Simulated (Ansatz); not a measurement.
# C4H10AlNO: a ladder of functionals and wavefunction methods

The task here is to estimate one member of a computed series from the others.

The runs use Ansatz 0.2.0, Gaussian basis; functionals in def2-TZVPP, the program's frozen cores in correlated methods.

The runs, in order: LDA (SPW92), PBE-D4, revPBE-D4, BLYP-D4, r2SCAN-D4, B97M-V, PBE0-D4, B3LYP-D4, r2SCANh-D4, r2SCAN0-D4, HSE06-D4, BHLYP-D4, CAM-B3LYP-D4, LC-ωPBE, ωB97X-V, ωB97M-V, B2PLYP, PBE-QIDH; CCSD(T)/def2-SVP; MP2/def2-TZVPP; MP2/def2-QZVPP; RPA on PBE.

### The relaxed structure

All runs share one geometry, relaxed beforehand with PBE0-D4 in a triple-zeta def2 set.

17 atoms, charge 0, spin multiplicity 1.

Atoms are counted from 1 here; the program's logs count them from 0.

Bond lengths: C1–C2 1.442 Å, C1–H8 1.091 Å, C1–H9 1.091 Å, C1–H10 1.091 Å, C2–N3 1.143 Å, N3–Al4 2.067 Å, Al4–C5 1.964 Å, Al4–C6 1.971 Å, Al4–O7 1.731 Å, C5–H11 1.096 Å, C5–H12 1.095 Å, C5–H13 1.095 Å, C6–H14 1.096 Å, C6–H15 1.096 Å, C6–H16 1.096 Å, O7–H17 0.955 Å. Angles: C2–C1–H8 109.5°, C2–C1–H9 109.8°, C2–C1–H10 109.7°, H8–C1–H9 109.3°, H8–C1–H10 109.3°, H9–C1–H10 109.3°, C1–C2–N3 179.7°, C2–N3–Al4 176.3°, N3–Al4–C5 98.8°, N3–Al4–C6 100.0°, N3–Al4–O7 99.4°, C5–Al4–C6 120.4°, C5–Al4–O7 114.2°, C6–Al4–O7 117.5°, Al4–C5–H11 112.5°, Al4–C5–H12 111.1°, Al4–C5–H13 111.8°, H11–C5–H12 106.8° and more.

Geometry (Å):

```xyz
17

C     2.8448   -0.2881    1.8798
C     1.6414   -0.0761    1.1132
N     0.6902    0.0963    0.5031
Al   -0.9556    0.4692   -0.6906
C    -0.3385   -0.4057   -2.3375
C    -2.3703   -0.3545    0.4080
O    -0.8844    2.1981   -0.7376
H     3.6131    0.4153    1.5552
H     2.6392   -0.1326    2.9400
H     3.2029   -1.3074    1.7280
H    -0.0868   -1.4608   -2.1835
H    -1.1116   -0.3752   -3.1127
H     0.5455    0.0884   -2.7538
H    -3.3502   -0.2654   -0.0741
H    -2.1959   -1.4249    0.5648
H    -2.4619    0.1067    1.3976
H    -1.4408    2.7161   -0.1597
```

Set-up of the first run:

Input file in.yaml:

```yaml
crystal:
  periodic: [false, false, false]
  atoms:
    - {symbol: C, position_ang: [2.844757, -0.288064, 1.879833]}
    - {symbol: C, position_ang: [1.641414, -0.076086, 1.113163]}
    - {symbol: N, position_ang: [0.690207, 0.096320, 0.503125]}
    - {symbol: Al, position_ang: [-0.955598, 0.469205, -0.690573]}
    - {symbol: C, position_ang: [-0.338478, -0.405703, -2.337482]}
    - {symbol: C, position_ang: [-2.370318, -0.354533, 0.407958]}
    - {symbol: O, position_ang: [-0.884436, 2.198083, -0.737606]}
    - {symbol: H, position_ang: [3.613086, 0.415300, 1.555150]}
    - {symbol: H, position_ang: [2.639237, -0.132636, 2.939950]}
    - {symbol: H, position_ang: [3.202873, -1.307360, 1.727993]}
    - {symbol: H, position_ang: [-0.086832, -1.460752, -2.183517]}
    - {symbol: H, position_ang: [-1.111625, -0.375151, -3.112745]}
    - {symbol: H, position_ang: [0.545530, 0.088418, -2.753756]}
    - {symbol: H, position_ang: [-3.350158, -0.265379, -0.074081]}
    - {symbol: H, position_ang: [-2.195884, -1.424876, 0.564784]}
    - {symbol: H, position_ang: [-2.461856, 0.106674, 1.397608]}
    - {symbol: H, position_ang: [-1.440819, 2.716141, -0.159705]}
basis:
  gaussian: {orbitals: def2-TZVPP}
hamiltonian: {xc: lda}
output: {orbitals: {seedname: orbitals}}
```

Launch:

```bash
ansatz run in.yaml --threads 4 --pin off --events-out ev --progress --plain --max-ram 11315MiB
```

Among the steps run: LDA; PBE-D4 (GGA); revPBE-D4 (GGA); BLYP-D4 (GGA); r2SCAN-D4 (meta-GGA); B97M-V (meta-GGA); B3LYP-D4 (hybrid); r2SCANh-D4 (hybrid); r2SCAN0-D4 (hybrid); HSE06-D4 (hybrid); BHLYP-D4 (hybrid); CAM-B3LYP-D4 (range-separated); LC-ωPBE (range-separated); ωB97X-V (range-separated); ωB97M-V (range-separated); B2PLYP (double hybrid); PBE-QIDH (double hybrid).

One table of the session follows, with a row left open; its other results are not shown here.

It belongs to the step «Frontier levels by functional». 

```
  functional  HOMO (eV)  gap (eV)
 LDA (SPW92)      -5.41      3.54
      PBE-D4          ?         ?
   revPBE-D4      -5.22      3.63
     BLYP-D4      -5.16      3.58
   r2SCAN-D4      -5.52      4.09
      B97M-V      -5.59      4.25
     PBE0-D4      -6.54      5.94
    B3LYP-D4      -6.33      5.44
  r2SCANh-D4      -5.99      4.95
  r2SCAN0-D4      -6.71      6.25
    HSE06-D4      -6.14      5.15
    BHLYP-D4      -7.73      8.27
CAM-B3LYP-D4      -7.92      8.47
     LC-ωPBE      -9.28     11.07
     ωB97X-V      -8.92     10.61
     ωB97M-V      -8.78     10.27
```

Q: Estimate the row for PBE-D4 from the others.

**Answer.** HOMO (eV): -5.28; gap (eV): 3.61. In the column «HOMO (eV)» it lies between LDA (SPW92) (-5.41) and revPBE-D4 (-5.22).
